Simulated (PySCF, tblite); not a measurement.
# C₃H₁₃NSi₂: a rotation path, then NMR shifts on frames

How do NMR shifts of C₃H₁₃NSi₂ (`CC(C)N[SiH2][SiH3]`) change as the atoms move?

The runs use tblite 0.8.0 and PySCF 2.14.0, with density-fitted response routines of our own; the level of theory stands in each step. All values are computed, except where a source is named. Atoms count from 0, in the outputs and in this text.

### 1 Starting geometry

19 atoms, charge 0, multiplicity 1; geometry from: GFN2-xTB.

Bonds of the start (Å): C0–C1 1.53, C1–C2 1.53, C1–N3 1.44, N3–Si4 1.72, Si4–Si5 2.30, C0–H6 1.09, C0–H7 1.09, C0–H8 1.09, C1–H9 1.09, C2–H10 1.09, C2–H11 1.09, C2–H12 1.09, N3–H13 1.01, Si4–H14 1.48, Si4–H15 1.47, Si5–H16 1.47, Si5–H17 1.46, Si5–H18 1.47.

### 2 The rotation path with GFN2-xTB

Job settings and geometry (Å):

```
{"job": {"kind": "neb", "xc": "GFN2-xTB", "basis": "xTB", "atoms": [2, 1, 3, 4], "turn": 120}, "charge": 0, "multiplicity": 1}
C     -1.670005     1.116664    -1.056719
C     -1.255504    -0.140114    -0.289236
C     -2.226964    -0.425071     0.855448
N      0.089298    -0.032393     0.228037
Si     1.496129    -0.501298    -0.636211
Si     3.268280    -0.263379     0.805151
H     -2.661484     0.993771    -1.485165
H     -1.681937     1.977444    -0.390030
H     -0.962694     1.310215    -1.859527
H     -1.257506    -0.989313    -0.980120
H     -2.246740     0.413312     1.549691
H     -1.912175    -1.314368     1.395748
H     -3.232050    -0.582779     0.473090
H      0.158171     0.708062     0.910790
H      1.696519     0.237979    -1.904579
H      1.216067    -1.882099    -1.059523
H      3.322069     1.036663     1.486170
H      4.534368    -0.385964     0.079116
H      3.316353    -1.268082     1.870407
```

Level: GFN2-xTB climbing-image nudged elastic band, gas phase.

Started as:

```console
$ OMP_NUM_THREADS=1 python probes_run.py task.json out
```

This one command runs all jobs of the session in turn.

Log:

```text
image   E - E0 / eV
  0      -0.0000
  1       0.0132
  2       0.0522
  3       0.1001
  4       0.1125
  5       0.1088
  6       0.0936
  7       0.0720
  8       0.0585
```

It took 4.5 s on 1 thread of Arm Neoverse V1, shared host; peak memory 0.19 GiB.

The final band, with the dihedral C2–C1–N3–Si4:

| image | dihedral (°) | energy (eV) | energy (kcal/mol) |
| --- | --- | --- | --- |
| 0 | 148 | 0.000 | 0.0 |
| 1 | 164 | 0.013 | 0.3 |
| 2 | 180 | 0.052 | 1.2 |
| 3 | 195 | 0.100 | 2.3 |
| 4 | 208 | 0.112 | 2.6 |
| 5 | 226 | 0.109 | 2.5 |
| 6 | 248 | 0.094 | 2.2 |
| 7 | 265 | 0.072 | 1.7 |
| 8 | 280 | 0.059 | 1.3 |

### 3 NMR shieldings: image 0, PBE0/pcSseg-1

Job settings and geometry (Å):

```
{"job": {"kind": "nmr", "xc": "PBE0", "basis": "pcSseg-1", "pop": false}, "charge": 0, "multiplicity": 1}
C     -1.670000     1.116700    -1.056700
C     -1.255500    -0.140100    -0.289200
C     -2.227000    -0.425100     0.855400
N      0.089300    -0.032400     0.228000
Si     1.496100    -0.501300    -0.636200
Si     3.268300    -0.263400     0.805200
H     -2.661500     0.993800    -1.485200
H     -1.681900     1.977400    -0.390000
H     -0.962700     1.310200    -1.859500
H     -1.257500    -0.989300    -0.980100
H     -2.246700     0.413300     1.549700
H     -1.912200    -1.314400     1.395700
H     -3.232000    -0.582800     0.473100
H      0.158200     0.708100     0.910800
H      1.696500     0.238000    -1.904600
H      1.216100    -1.882100    -1.059500
H      3.322100     1.036700     1.486200
H      4.534400    -0.386000     0.079100
H      3.316400    -1.268100     1.870400
```

Level: GIAO PBE0/pcSseg-1 NMR shielding, non-relativistic, gas phase.

Log:

```text
coarse grid: 15632 points
cycle   1  E = -755.2969354000  dE =  2.566e-01  |g| = 4.644e-01  |ddm| = 3.666e+00
cycle   2  E = -755.2665512777  dE =  3.038e-02  |g| = 5.944e-01  |ddm| = 1.064e+00
cycle   3  E = -755.3485506391  dE = -8.200e-02  |g| = 7.979e-02  |ddm| = 6.972e-01
cycle   4  E = -755.3498411688  dE = -1.291e-03  |g| = 2.544e-02  |ddm| = 9.373e-02
cycle   5  E = -755.3499867437  dE = -1.456e-04  |g| = 4.734e-03  |ddm| = 2.364e-02
cycle   6  E = -755.3499915814  dE = -4.838e-06  |g| = 1.367e-03  |ddm| = 6.070e-03
final grid: 138304 points
cycle   7  E = -755.3823846359  dE = -3.459e-05  |g| = 8.765e-03  |ddm| = 2.986e-02
cycle   8  E = -755.3823734422  dE =  1.119e-05  |g| = 1.105e-02  |ddm| = 1.907e-02
cycle   9  E = -755.3824039242  dE = -3.048e-05  |g| = 9.736e-04  |ddm| = 1.119e-02
cycle  10  E = -755.3824041153  dE = -1.910e-07  |g| = 2.731e-04  |ddm| = 1.079e-03
cycle  11  E = -755.3824041303  dE = -1.507e-08  |g| = 5.442e-05  |ddm| = 2.485e-04
cycle  12  E = -755.3824041310  dE = -6.155e-10  |g| = 1.828e-05  |ddm| = 6.867e-05
converged SCF energy = -755.3824041310

GIAO shielding tensors (ppm)
atom      isotropic    diamagn.    paramagn.     s11        s22        s33       span
  0 C      159.422     248.181     -88.759    140.749    152.002    185.515     44.766
  1 C      135.146     241.320    -106.174    118.143    127.849    159.447     41.304
  2 C      157.372     246.744     -89.372    137.725    147.927    186.465     48.740
  3 N      223.007     326.205    -103.199    182.145    207.496    279.380     97.236
  4 Si     406.711     881.960    -475.249    361.986    371.964    486.183    124.197
  5 Si     471.259     880.386    -409.127    456.892    471.452    485.433     28.541
  6 H       30.570      29.779       0.791     26.271     27.856     37.583     11.312
  7 H       31.091      31.095      -0.004     28.601     29.102     35.570      6.969
  8 H       30.062      30.979      -0.917     25.612     29.188     35.385      9.773
  9 H       28.926      32.392      -3.466     25.741     28.529     32.508      6.767
 10 H       30.934      30.727       0.207     28.271     29.147     35.386      7.115
 11 H       30.234      30.191       0.043     26.230     28.383     36.090      9.860
 12 H       30.535      29.295       1.240     26.140     27.917     37.547     11.407
 13 H       32.496      37.435      -4.938     23.866     33.491     40.132     16.266
 14 H       26.549      30.397      -3.847     22.312     25.323     32.013      9.701
 15 H       26.856      30.670      -3.814     23.510     25.531     31.527      8.017
 16 H       28.385      29.630      -1.246     24.975     26.785     33.394      8.420
 17 H       28.469      28.461       0.008     25.188     25.719     34.500      9.312
 18 H       28.306      29.188      -0.882     24.970     26.127     33.821      8.851
```

Wall time 22 s (1 thread of Arm Neoverse V1, shared host); peak memory 0.82 GiB.

Shifts follow as δ = σ(reference) − σ, with reference shieldings (ppm) from runs at the same level and on the same kind of geometry: ¹H TMS 31.72, ¹³C TMS 186.9, ²⁹Si TMS 349.2, ¹⁵N NH3 267.7. The references are single molecules in the gas phase, so shifts against H2O, NH3, PH3, H3PO4 or CFCl3 are not on the usual liquid scales and can be off by tens of ppm. Each atom is listed at this fixed geometry, with no averaging over motion; a spectrum would average atoms that exchange fast.

```
atoms                             environment  σ (ppm)  δ (ppm)
   C1                      sp3 CH bonded to N    135.1     51.8
   C2                           methyl carbon    157.4     29.6
   C0                           methyl carbon    159.4     27.5
  H14   hydrogen on a silicon bonded to N, Si    26.55     5.17
  H15   hydrogen on a silicon bonded to N, Si    26.86     4.86
  H18      hydrogen on a silicon bonded to Si    28.31     3.41
  H16      hydrogen on a silicon bonded to Si    28.38     3.33
  H17      hydrogen on a silicon bonded to Si    28.47     3.25
   H9       hydrogen on an sp3 CH bonded to N    28.93     2.79
   H8             hydrogen on a methyl carbon    30.06     1.66
  H11             hydrogen on a methyl carbon    30.23     1.48
  H12             hydrogen on a methyl carbon    30.53     1.18
   H6             hydrogen on a methyl carbon    30.57     1.15
  H10             hydrogen on a methyl carbon    30.93     0.78
   H7             hydrogen on a methyl carbon    31.09     0.63
  H13  hydrogen on a nitrogen bonded to C, Si    32.50    -0.78
   N3             nitrogen bonded to C, Si, H    223.0     44.7
  Si4            silicon bonded to N, Si, 2 H    406.7    -57.6
  Si5               silicon bonded to Si, 3 H    471.3   -122.1
```

### 4 Nuclear shieldings: image 2, PBE0/pcSseg-1

Job settings and geometry (Å):

```
{"job": {"kind": "nmr", "xc": "PBE0", "basis": "pcSseg-1", "pop": false}, "charge": 0, "multiplicity": 1}
C     -1.575900     0.832700    -1.221700
C     -1.286000    -0.268400    -0.199200
C     -2.281200    -0.194000     0.955200
N      0.066300    -0.203000     0.319400
Si     1.482400    -0.252900    -0.655100
Si     3.269700    -0.315500     0.784300
H     -2.593200     0.746800    -1.594800
H     -1.448800     1.812000    -0.764900
H     -0.890200     0.750300    -2.060200
H     -1.386000    -1.238500    -0.702600
H     -2.199800     0.772400     1.451900
H     -2.082200    -0.976700     1.683400
H     -3.298700    -0.307900     0.590000
H      0.108000     0.358400     1.157300
H      1.612300     0.880800    -1.602100
H      1.301400    -1.430800    -1.515000
H      3.201000     0.672100     1.868800
H      4.506700    -0.023000     0.056600
H      3.484400    -1.605900     1.441300
```

Method: GIAO PBE0/pcSseg-1 NMR shielding, non-relativistic, gas phase.

Log:

```text
coarse grid: 15632 points
cycle   1  E = -755.2967947519  dE =  2.577e-01  |g| = 4.594e-01  |ddm| = 3.668e+00
cycle   2  E = -755.2675351511  dE =  2.926e-02  |g| = 5.865e-01  |ddm| = 1.046e+00
cycle   3  E = -755.3472679107  dE = -7.973e-02  |g| = 7.929e-02  |ddm| = 6.836e-01
cycle   4  E = -755.3485351664  dE = -1.267e-03  |g| = 2.577e-02  |ddm| = 9.386e-02
cycle   5  E = -755.3486853085  dE = -1.501e-04  |g| = 4.542e-03  |ddm| = 2.494e-02
cycle   6  E = -755.3486897266  dE = -4.418e-06  |g| = 1.329e-03  |ddm| = 5.835e-03
final grid: 138304 points
cycle   7  E = -755.3810461916  dE = -3.572e-05  |g| = 8.710e-03  |ddm| = 2.706e-02
cycle   8  E = -755.3810353147  dE =  1.088e-05  |g| = 1.095e-02  |ddm| = 1.863e-02
cycle   9  E = -755.3810653003  dE = -2.999e-05  |g| = 9.470e-04  |ddm| = 1.093e-02
cycle  10  E = -755.3810654821  dE = -1.819e-07  |g| = 2.702e-04  |ddm| = 1.082e-03
cycle  11  E = -755.3810654968  dE = -1.470e-08  |g| = 5.524e-05  |ddm| = 2.470e-04
cycle  12  E = -755.3810654975  dE = -6.548e-10  |g| = 1.866e-05  |ddm| = 7.696e-05
converged SCF energy = -755.3810654975

GIAO shielding tensors (ppm)
atom      isotropic    diamagn.    paramagn.     s11        s22        s33       span
  0 C      159.330     249.672     -90.341    140.149    154.905    182.937     42.787
  1 C      137.243     240.785    -103.542    120.032    130.304    161.393     41.360
  2 C      158.394     247.861     -89.467    137.933    149.221    188.027     50.094
  3 N      225.178     326.001    -100.824    177.395    219.806    278.333    100.938
  4 Si     409.344     881.929    -472.586    368.188    374.505    485.337    117.148
  5 Si     470.787     880.282    -409.495    456.548    469.741    486.072     29.524
  6 H       30.677      30.173       0.504     26.472     28.096     37.464     10.992
  7 H       31.124      31.550      -0.426     28.784     28.966     35.621      6.836
  8 H       29.833      31.596      -1.763     25.070     29.595     34.834      9.764
  9 H       28.641      31.652      -3.011     25.117     27.534     33.271      8.154
 10 H       30.969      30.939       0.030     28.149     29.347     35.411      7.262
 11 H       30.265      30.159       0.106     26.220     28.089     36.486     10.266
 12 H       30.488      29.193       1.295     26.056     27.917     37.491     11.436
 13 H       32.239      37.312      -5.074     23.188     33.408     40.120     16.932
 14 H       26.560      30.727      -4.167     22.128     25.827     31.725      9.597
 15 H       26.923      30.603      -3.679     23.890     25.207     31.673      7.783
 16 H       28.411      29.547      -1.135     24.979     26.867     33.388      8.410
 17 H       28.468      28.469      -0.000     25.132     25.783     34.490      9.358
 18 H       28.333      28.978      -0.646     24.994     26.033     33.971      8.977
```

It took 22 s on 1 thread of Arm Neoverse V1, shared host; peak memory 0.88 GiB.

Key values: δ C1 49.7, C2 28.5, C0 27.6, N3 42.6, H14 5.16, H15 4.79 ppm.

[end of part 1 of 2]
